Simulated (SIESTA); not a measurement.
AgRh under changes of volume

One of the cells (16.064 Å³/atom); the others are scaled copies at fixed shape and fractional positions:

```
CELL_PARAMETERS angstrom
2.77759 0.00000 0.00000
-1.38879 2.40546 0.00000
0.00000 0.00000 4.80860
ATOMIC_POSITIONS crystal
Ag 0.00000 0.00000 0.50000
Rh 0.66667 0.33333 0.00000
```

The cell comes from a database or a generator and needn't be the stable form of this composition.

```yaml
Program: SIESTA 5.4.2
Functional: LDA
Potentials_or_basis: PseudoDojo 0.4 standard (LDA files)
Basis: DZP (energy shift 0.003 Ry; two zetas on semicore shells)
Grid_cutoff: 800 Ry
Energy_shift: 0.003 Ry
k_mesh: 11 × 11 × 6
Occupations: fermi-dirac, width 0.05 eV
Spin: no spin polarisation
```

```tsv
volume (Å³/atom)	energy over the lowest point (meV/atom)	pressure (GPa)
15.100	0.00	-4.2
15.421	12.52	-8.0
15.743	32.08	-11.3
16.064	57.80	-14.1
16.385	88.82	-16.6
16.707	?	?
17.028	164.02	-20.6
```

What does the run at 16.707 Å³/atom give?

Energy over the lowest point 124.39 meV/atom; pressure -18.7 GPa.

Worked out: A Birch-Murnaghan fit of order 3 (a polynomial in V^(-2/3)) to the other rows has its minimum at 14.78 Å³/atom, just outside them, with B0 = V·E''(V) = 215 GPa and B' = 5.5 at fixed shape and positions, which overstates the stiffness. It gives 124.50 meV/atom at 16.707 Å³/atom, against the run's 124.39, and -dE/dV = -18.8 GPa, against -18.7.

Energies are extrapolated to zero smearing.

Caveats: short orbitals over semicore shells can move pressures by several GPa; the basis of atomic orbitals isn't converged, which shifts pressures, moduli and gaps.
